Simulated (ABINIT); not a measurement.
Crystal: BSe.

```
B Se
1.0
     3.27072    0.00000    0.00000
    -1.63536    2.83253    0.00000
     0.00000    0.00000    7.23648
B Se
2 2
Direct
  0.33333 0.66667 0.37828
  0.66667 0.33333 0.87828
  0.33333 0.66667 0.99485
  0.66667 0.33333 0.49485
```

The cell was built by a generator and needn't be a form met in nature.

Program: ABINIT 10.8.3 (patched build). Alike in all runs: task single point; no spin polarisation; cell as given; k mesh 7 × 7 × 3; smearing fermi-dirac 0.05 eV.

Task: Order these runs on this cell by their pressure, lowest first.
A. level LDA; potentials or basis PseudoDojo NC SR LDA v0.4.1 standard; cutoff (eV) 1170
B. level RPBE; potentials or basis PseudoDojo NC SR PBE v0.4.1 standard; cutoff (eV) 1088
C. level PBE; potentials or basis PseudoDojo NC SR PBE v0.4.1 standard; cutoff (eV) 1170

Result: A (-4.7 GPa), C (0.3 GPa), B (1.9 GPa).

Caveats: the potentials were made for another functional, which shifts forces and pressure (some runs).

Not every run made on this cell is shown here.
